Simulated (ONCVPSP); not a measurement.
**An ONCV potential for samarium, from input to tests**

Aim: build the potential from the settings below, then test how well it stands in for the atom: other configurations, scattering, ghost states and the plane-wave cutoff that it needs.

Method: ONCVPSP 4.0.1.1 (patched build), PBE, scalar-relativistic.

## Step 1: The atom and the settings

Typed settings, in words:

| Property | Result |
| --- | --- |
| element | samarium (Sm, Z = 62) |
| type | optimised norm-conserving Vanderbilt (ONCV) |
| frozen core | [Kr] 4d10 |
| valence charge | 16 |
| reference configuration | 4f6 5s2 5p6 6s1.5 (charge +0.5) |
| partial waves | 5s+6s: rc 2.60 bohr, ncon 4, nbas 8, qcut 3.8 1/bohr, 3 projectors, debl 3.7 Ha; 5p: rc 2.35 bohr, ncon 4, nbas 7, qcut 7.5 1/bohr, 2 projectors, debl 1.9 Ha; d scattering state at 0.41 Ha: rc 2.80 bohr, ncon 3, nbas 6, qcut 3.3 1/bohr, 2 projectors, debl 1.4 Ha; 4f: rc 1.30 bohr, ncon 3, nbas 7, qcut 13.4 1/bohr, 3 projectors, debl 3.6 Ha |
| local potential | polynomial inside 1.25 bohr (lpopt 5, dvloc0 6 Ha) |
| core correction | Teter function, fcfact 5.5, rcfact 1.1 |

An earlier all-electron run gives the scale for the radii.

All-electron outer shells of the reference configuration (PBE, scalar-relativistic, ld1.x):

| shell | level (eV) | outermost node (bohr) | outermost maximum (bohr) |
| --- | --- | --- | --- |
| 5s | -46.20 | 0.69 | 1.27 |
| 5p | -26.16 | 0.73 | 1.43 |
| 6s | -5.92 | 1.70 | 3.57 |
| 4f | -5.37 | – | 0.61 |
| 5d | -4.31 | 0.84 | 2.14 |
| 6p | -3.17 | 2.04 | 4.64 |

## Step 2: Generation

Input file Sm.dat:

```
# ATOM AND REFERENCE CONFIGURATION
# atsym  z   nc   nv     iexc    psfile
  Sm 62.00    9    4        4      upf
#
#   n    l    f
    1    0    2.00
    2    0    2.00
    2    1    6.00
    3    0    2.00
    3    1    6.00
    3    2   10.00
    4    0    2.00
    4    1    6.00
    4    2   10.00
    4    3    6.00
    5    0    2.00
    5    1    6.00
    6    0    1.50
#
# PSEUDOPOTENTIAL AND OPTIMIZATION
# lmax
    3
#
#   l,   rc,      ep,       ncon, nbas, qcut
    0    2.60    0.00    4    8    3.80
    1    2.35    0.00    4    7    7.50
    2    2.80    0.41    3    6    3.30
    3    1.30    0.00    3    7   13.40
#
# LOCAL POTENTIAL
# lloc, lpopt,  rc(5),   dvloc0
    4    5    1.25    6.00
#
# VANDERBILT-KLEINMAN-BYLANDER PROJECTORs
# l, nproj, debl
    0    3    3.70
    1    2    1.90
    2    2    1.40
    3    3    3.60
#
# MODEL CORE CHARGE
# icmod, fcfact, rcfact
    3    5.50    1.10
#
# LOG DERIVATIVE ANALYSIS
# epsh1, epsh2, depsh
   -3.00    5.00    0.02
#
# OUTPUT GRID
# rlmax, drl
    6.00    0.01
#
# TEST CONFIGURATIONS
# ncnf
    4
# nvcnf
#   n    l    f
    4
    4    3    6.00
    5    0    2.00
    5    1    6.00
    6    0    2.00
#
    4
    4    3    6.00
    5    0    2.00
    5    1    6.00
    6    0    1.00
#
    4
    4    3    6.00
    5    0    2.00
    5    1    6.00
    6    0    0.00
#
    5
    4    3    6.00
    5    0    2.00
    5    1    6.00
    6    0    0.00
    6    1    1.00
#
```

Command:

```console
$ oncvpsp.x < Sm.dat > Sm.out
```

What does the calculation give? Wanted: cutoffs for 1 and 0.1 mHa per electron, occupied waves; bound ghosts; GHOST(+) flags; largest phase difference near zero energy, channels read; rms error of d²Exc/dn², without and with the model core; projector energies reset by the program.

The runs gave:

| quantity | value |
| --- | --- |
| cutoffs for 1 and 0.1 mHa per electron, occupied waves | 73 Ha and 81 Ha |
| bound ghosts | none found |
| GHOST(+) flags | s at 135 eV, s at 144 eV, d at 163 eV |
| largest phase difference near zero energy, channels read | 0.004 rad |
| rms error of d²Exc/dn², without and with the model core | 8.10 and 4.71 mHa |
| projector energies reset by the program | d: 0.050, 1.450 Ha |

**Reading.** It counts as very hard, with 73 Ha needed at the looser tolerance. At the looser tolerance the 4f wave is the slowest; 5p needs 15 Ha. The program's ghost test flags no bound state. Near zero energy the phases of the channels with partial waves agree within 0.004 rad. The program also flags highly localised states, GHOST(+) (s, d). All of this concerns the isolated atom, not yet a solid.
